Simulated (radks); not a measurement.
**Br with its nuclear charge varied continuously**

One table from this session's results is given with a row withheld; the runs are named, their logs left out.

Program: radks (a radial shooting solver on a logarithmic mesh, Libxc functionals) version 1. Level of theory: scalar-relativistic Kohn-Sham, PBEsol, spin-unpolarised, spherical densities, finite nucleus. These are calculated values, not measurements, unless marked.

### What is computed

| Item | Value |
| --- | --- |
| element | bromine (Z = 35) |
| charge | 0 |
| electrons | 35 |
| configuration | [Ar] 3d10 4s2 4p5 |
| nuclear rms radius | 4.1629 fm |

The outer shells:

Br
```
[Ar] core
3d [↑↓][↑↓][↑↓][↑↓][↑↓]
4s [↑↓]
4p [↑↓][↑↓][↑ ]
```

The first run:

Settings of this run:

```text
Z 35
configuration [Ar] 3d10 4s2 4p5
relativity scalar-relativistic
functional pbe_sol,pbe_sol
spin unpolarised
nucleus finite rms 4.1629 fm
c 137.035999084
```

Steps of the session up to this table: Z = 35.

One of the session's tables, all rows but one given; the rest of the session is left out.

It belongs to the step «Z = 35». From the orbitals of this run (lengths in bohr):

```
level      <r>  outermost maximum (interpolated)  90 % within  nodes
   1s  0.04277                            0.0279       0.0765      0
   2s   0.1897                             0.159        0.293      1
   2p   0.1655                             0.127        0.270      0
   3s   0.5519                             0.484        0.822      2
   3p   0.5645                             0.481        0.862      1
   3d   0.5906                             0.431        0.974      0
   4s        ?                                 ?            ?      ?
   4p    2.102                              1.67         3.26      2
```

Estimate the missing values for 4s.

The run gave: <r>: 1.674; outermost maximum (interpolated): 1.42; 90 % within: 2.50; nodes: 3. In the column «<r>» it lies between 3d (0.5906) and 4p (2.102).

Caveats from the session: At Z = 35 the central difference of E is -179.778 hartree, against -179.502 from the Hellmann-Feynman theorem; the scalar-relativistic energy here is not variational, so the two differ by a part that grows with Z.
